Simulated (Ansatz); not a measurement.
# Zn3CdSe4: the cost of one run

Computed with Ansatz 0.2.0 (DFT r2SCAN, scalar-relativistic, plane waves, PAW, unless a step's input says otherwise).

**1. The system as given**

Symmetry: P-43m, No. 215, cubic system. Conventional cell: a = 5.781 Å, b = 5.781 Å, c = 5.781 Å, α = 90.00°, β = 90.00°, γ = 90.00°. Zn (site symmetry -42m) is surrounded by 4 Se at 2.47 Å. Cd (site symmetry -43m) has 4 Se at 2.62 Å as nearest neighbours. Around Se (site symmetry 3m) lie 3 Zn at 2.47 Å and 1 Cd at 2.62 Å.

Coordinates:

```cif
data_structure
_symmetry_space_group_name_H-M 'P 1'
_symmetry_Int_Tables_number 1
_cell_length_a 5.7811
_cell_length_b 5.7811
_cell_length_c 5.7811
_cell_angle_alpha 90.000
_cell_angle_beta 90.000
_cell_angle_gamma 90.000
_cell_volume 193.21
loop_
_atom_site_label
_atom_site_type_symbol
_atom_site_fract_x
_atom_site_fract_y
_atom_site_fract_z
_atom_site_occupancy
Zn1 Zn 0.00000 0.50000 0.50000 1
Zn2 Zn 0.50000 0.50000 0.00000 1
Zn3 Zn 0.50000 0.00000 0.50000 1
Cd1 Cd 0.00000 0.00000 0.00000 1
Se1 Se 0.73850 0.73850 0.26150 1
Se2 Se 0.73850 0.26150 0.73850 1
Se3 Se 0.26150 0.73850 0.73850 1
Se4 Se 0.26150 0.26150 0.26150 1
```

The structure comes from the Materials Project (structure only).

**2. Ground state at the listed geometry**

input.yaml

```yaml
crystal:
  lattice:
    - [5.78112559, 0.0, 0.0]
    - [0.0, 5.78112559, 0.0]
    - [0.0, 0.0, 5.78112559]
  atoms:
    - { symbol: Zn, position: [0.0, 0.5, 0.5] }
    - { symbol: Zn, position: [0.5, 0.5, 0.0] }
    - { symbol: Zn, position: [0.5, 0.0, 0.5] }
    - { symbol: Cd, position: [0.0, 0.0, 0.0] }
    - { symbol: Se, position: [0.73849772, 0.73849772, 0.26150228] }
    - { symbol: Se, position: [0.73849772, 0.26150228, 0.73849772] }
    - { symbol: Se, position: [0.26150228, 0.73849772, 0.73849772] }
    - { symbol: Se, position: [0.26150228, 0.26150228, 0.26150228] }
basis:
  ecutwfc: 500
  fft_grid_basis: typed
kpoints:
  mp_grid: { grid: [6, 6, 6] }
hamiltonian:
  xc: r2scan
  pseudopotentials: { kind: paw }
scf:
  occupations: { method: gaussian, width: 0.05 }
output:
  forces: true
  stress: true
  eigenvalues: true
  bader: true
  write_density: true
  volumetric_format: npy
  elf: true
```

The run is started by

```console
$ ansatz run input.yaml --threads 2 --pin off --max-ram 4096MiB --backend cpu --events-out ev --progress --plain --runs-dir out
```

**Question.** How long does this run take on 2 threads of Arm Neoverse N1, shared host, and how much memory does it need?

About 2.2 min, with a peak of 0.9 GiB.
